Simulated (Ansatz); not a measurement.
# GaSiHO+ (doublet): from Hartree-Fock to the top rungs, cc-pVDZ

The task here is to estimate one member of a computed series from the others.

Computed with Ansatz 0.2.0, Gaussian basis. Level: cc-pVDZ, core rule «outside noble gas», up to 20 orbitals frozen.

Plan: UHF; CCSD(T) on ROHF; CCSD(T) on UHF; BCCD(T) on ROHF; CISD; CCSDT(Q) on ROHF; CCSDT(Q) on UHF; CASSCF and MRCISD+Q, 9 electrons in 9 orbitals; CASSCF and NEVPT2, 9 electrons in 9 orbitals.

23 further runs of the same task are left out: 2 for a known fault of the program, 15 that didn't finish, 6 set aside as unsound or not needed.

**The geometry**

The geometry is a PBE0/def2-TZVP stationary point (not a proven minimum) of the parent state, kept for this charge and spin. No spin-orbit coupling is included. The filled d shell of Ga may be among the frozen orbitals whatever the setting's name suggests; the logs give the count.

4 atoms, charge 1, spin multiplicity 2.

Atoms are counted from 1 here; the program's logs count them from 0.

Bond lengths: O1–Ga2 1.730 Å, O1–H4 0.950 Å, Ga2–Si3 2.335 Å. Angles: Ga2–O1–H4 180.0°, O1–Ga2–Si3 180.0°.

As a file:

```
atom   x (Å)   y (Å)    z (Å)
  O1  0.0000  0.0000   1.2113
 Ga2  0.0000  0.0000  -0.5184
 Si3  0.0000  0.0000  -2.8536
  H4  0.0000  0.0000   2.1608
```

Set-up of the first run:

The input, in.yaml:

```yaml
crystal:
  periodic: [false, false, false]
  atoms:
    - {symbol: O, position_ang: [0.000000, 0.000000, 1.211275]}
    - {symbol: Ga, position_ang: [0.000000, 0.000000, -0.518425]}
    - {symbol: Si, position_ang: [0.000000, 0.000000, -2.853625]}
    - {symbol: H, position_ang: [0.000000, 0.000000, 2.160775]}
basis:
  gaussian: {orbitals: cc-pVDZ}
total_charge: 1
magnetization: {spin_polarized: true, initial_magnetization: 1}
hamiltonian: {xc: hf}
output: {orbitals: {seedname: orbitals}}
```

Started as:

```bash
$ ansatz run in.yaml --threads 1 --pin off --events-out ev --progress --plain --max-ram 2393MiB
```

Among the steps run: UHF; CCSD(T) on ROHF; CCSD(T) on UHF; BCCD(T) on ROHF; CISD; CCSDT(Q) on ROHF; CCSDT(Q) on UHF; CASSCF and MRCISD+Q, 9 electrons in 9 orbitals; CASSCF and NEVPT2, 9 electrons in 9 orbitals.

One table of the session follows, with a row left open; its other results are not shown here.

```
           method  from UCCSDT(Q) (kcal/mol)
             ROHF                    +205.29
              UHF                          ?
             RMP2                     +24.03
             UMP2                     +24.31
            RCCSD                      +7.25
            UCCSD                      +7.18
         RCCSD(T)                      +1.49
         UCCSD(T)                      +1.49
          BCCD(T)                      +1.39
           RCCSDT                      +0.70
           UCCSDT                      +0.69
        RCCSDT(Q)                      +0.17
        UCCSDT(Q)                          0
  CASSCF frontier                    +136.04
  NEVPT2 frontier                     +33.84
  MRCISD frontier                     +13.04
MRCISD+Q frontier                      +1.89
```

Q: Estimate the row for UHF from the others.

The run gave: from UCCSDT(Q) (kcal/mol): +202.99. In the column «from UCCSDT(Q) (kcal/mol)» it lies between CASSCF frontier (+136.04) and ROHF (+205.29).

Not comparable, so not listed: CISD (they don't share determinant, frozen orbitals or solution with the rows shown, or repeat one).

Limits of these values: Restricted and unrestricted rows rest on different reference determinants; where their highest levels disagree by more than a few hundredths of an eV, they describe different states and don't form one ladder.
